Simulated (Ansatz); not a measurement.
# CoN: the cost of one run

Program: Ansatz 0.2.0, Gaussian basis. Level of theory: def2-QZVPP, core rule «outside noble gas», up to 10 orbitals frozen. These are calculated values, not measurements.

Plan: UHF; ROHF; CCSD(T) on UHF.

2 further runs of the same task are left out: 2 set aside as unsound or not needed.

### Step 1. The system

The geometry is a PBE0/def2-TZVP stationary point (not a proven minimum) of the parent state, kept for this charge and spin.

2 atoms, charge 1, spin multiplicity 2.

Atoms are counted from 1 here; the program's logs count them from 0.

Bond lengths: Co1–N2 1.504 Å.

Geometry (Å):

```xyz
2

Co    0.00000    0.00000    0.00000
N     0.00000    0.00000    1.50420
```

### Step 2. UHF

File in.yaml:

```yaml
crystal:
  periodic: [false, false, false]
  atoms:
    - {symbol: Co, position_ang: [0.000000, 0.000000, 0.000000]}
    - {symbol: N, position_ang: [0.000000, 0.000000, 1.504200]}
basis:
  gaussian: {orbitals: "def2-QZVPP.json"}
total_charge: 1
magnetization: {spin_polarized: true, initial_magnetization: 1}
hamiltonian: {xc: hf}
output: {orbitals: {seedname: orbitals}}
```

On the command line:

```console
> ansatz run in.yaml --threads 1 --pin off --events-out ev --progress --plain --max-ram 4096MiB --backend cpu
```

Q: Estimate wall time and peak memory on 1 thread of AMD EPYC 7R13, shared host.

About 63 s, with a peak of 0.45 GiB.
